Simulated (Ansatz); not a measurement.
# BaSrTi2O6: band edges up the ladder

The task here is to estimate one member of a computed series from the others.

Program: Ansatz 0.2.0. Level of theory: DFT PBEsol, scalar-relativistic, plane waves, PAW. These are calculated values, not measurements.

That is the level of the relaxation; later steps name their own.

## The structure to begin with

The structure is tetragonal, space group P4/mmm (No. 123). Conventional cell: a = 5.594 Å, b = 5.594 Å, c = 3.956 Å, α = 90.00°, β = 90.00°, γ = 90.00°. Ba (site symmetry 4/mmm) has 12 O at 2.80 Å as nearest neighbours. Sr (site symmetry 4/mmm) has 12 O at 2.80 Å as nearest neighbours. Around Ti (site symmetry mmm) lie 6 O at 1.98 Å. O (site symmetry m2m) is surrounded by 2 Ti at 1.98 Å and 2 Ba at 2.80 Å and 2 Sr at 2.80 Å. Around O (site symmetry mmm) lie 2 Ti at 1.98 Å and 2 Ba at 2.80 Å and 2 Sr at 2.80 Å.

Structure file:

```cif
data_structure
_symmetry_space_group_name_H-M 'P 1'
_symmetry_Int_Tables_number 1
_cell_length_a 6.8514
_cell_length_b 6.8514
_cell_length_c 6.8514
_cell_angle_alpha 109.471
_cell_angle_beta 109.471
_cell_angle_gamma 109.471
_cell_volume 247.58
loop_
_atom_site_label
_atom_site_type_symbol
_atom_site_fract_x
_atom_site_fract_y
_atom_site_fract_z
_atom_site_occupancy
Ba1 Ba 0.50000 0.50000 0.50000 1
Ba2 Ba 0.00000 0.00000 0.50000 1
Sr1 Sr 0.00000 0.50000 0.00000 1
Sr2 Sr 0.50000 0.00000 0.00000 1
Ti1 Ti 0.00000 0.00000 0.00000 1
Ti2 Ti 0.50000 0.50000 0.00000 1
Ti3 Ti 0.50000 0.00000 0.50000 1
Ti4 Ti 0.00000 0.50000 0.50000 1
O1 O 0.00000 0.25000 0.25000 1
O2 O 0.50000 0.75000 0.25000 1
O3 O 0.50000 0.25000 0.75000 1
O4 O 0.00000 0.75000 0.75000 1
O5 O 0.25000 0.00000 0.25000 1
O6 O 0.75000 0.50000 0.25000 1
O7 O 0.75000 0.00000 0.75000 1
O8 O 0.25000 0.50000 0.75000 1
O9 O 0.25000 0.25000 0.00000 1
O10 O 0.75000 0.75000 0.00000 1
O11 O 0.75000 0.25000 0.50000 1
O12 O 0.25000 0.75000 0.50000 1
```

Set-up of the first run:

(A quick probe on a coarse mesh, which set the mesh and smearing, is not shown.)

The input, input.yaml:

```yaml
crystal:
  lattice:
    - [-3.95564, 3.95564, 3.95564]
    - [3.95564, -3.95564, 3.95564]
    - [3.95564, 3.95564, -3.95564]
  atoms:
    - { symbol: Ba, position: [0.5, 0.5, 0.5] }
    - { symbol: Ba, position: [0.0, 0.0, 0.5] }
    - { symbol: Sr, position: [0.0, 0.5, 0.0] }
    - { symbol: Sr, position: [0.5, 0.0, 0.0] }
    - { symbol: Ti, position: [0.0, 0.0, 0.0] }
    - { symbol: Ti, position: [0.5, 0.5, 0.0] }
    - { symbol: Ti, position: [0.5, 0.0, 0.5] }
    - { symbol: Ti, position: [0.0, 0.5, 0.5] }
    - { symbol: O, position: [0.0, 0.25, 0.25] }
    - { symbol: O, position: [0.5, 0.75, 0.25] }
    - { symbol: O, position: [0.5, 0.25, 0.75] }
    - { symbol: O, position: [0.0, 0.75, 0.75] }
    - { symbol: O, position: [0.25, 0.0, 0.25] }
    - { symbol: O, position: [0.75, 0.5, 0.25] }
    - { symbol: O, position: [0.75, 0.0, 0.75] }
    - { symbol: O, position: [0.25, 0.5, 0.75] }
    - { symbol: O, position: [0.25, 0.25, 0.0] }
    - { symbol: O, position: [0.75, 0.75, 0.0] }
    - { symbol: O, position: [0.75, 0.25, 0.5] }
    - { symbol: O, position: [0.25, 0.75, 0.5] }
basis:
  ecutwfc: 420
kpoints:
  mp_grid: { grid: [6, 6, 6] }
hamiltonian:
  xc: pbesol
scf:
  occupations: { method: gaussian, width: 0.02 }
output:
  forces: true
  stress: true
  eigenvalues: true
  write_density: true
  write_potential: true
  elf: true
  volumetric_format: npy
relax:
  adjacent_minimum: "off"
  f_tol: 0.005
  max_steps: 80
  cell: { stress_tol: 0.05 }
```

On the command line:

```
$ ansatz run input.yaml --threads 8 --pin off --max-ram 22528MiB --backend cpu --events-out ev --progress --plain --runs-dir out
```

Among the steps run: Relaxing cell and atoms; Band edges over the whole zone; Levels with PBEsol; The run at PBEsol on the hybrid's mesh; The run at HSE06; The run at PBEsol, spin-orbit coupling; The run at r2SCAN.

One table of the session follows, with a row left open; its other results are not shown here.

```
                      level  gap (eV)  least direct gap (eV)
                     PBEsol      1.83                   1.88
PBEsol on the hybrid's mesh      1.83                   1.88
                      HSE06      3.31                   3.36
PBEsol, spin-orbit coupling         ?                      ?
                     r2SCAN      2.25                   2.29
```

**Question.** Estimate the row for PBEsol, spin-orbit coupling.

**Answer.** gap (eV): 1.81; least direct gap (eV): 1.87. In the column «gap (eV)» it is the lowest.

Gaps are by band count over the mesh and the named points; a gap of 0 means that the bands overlap or touch.
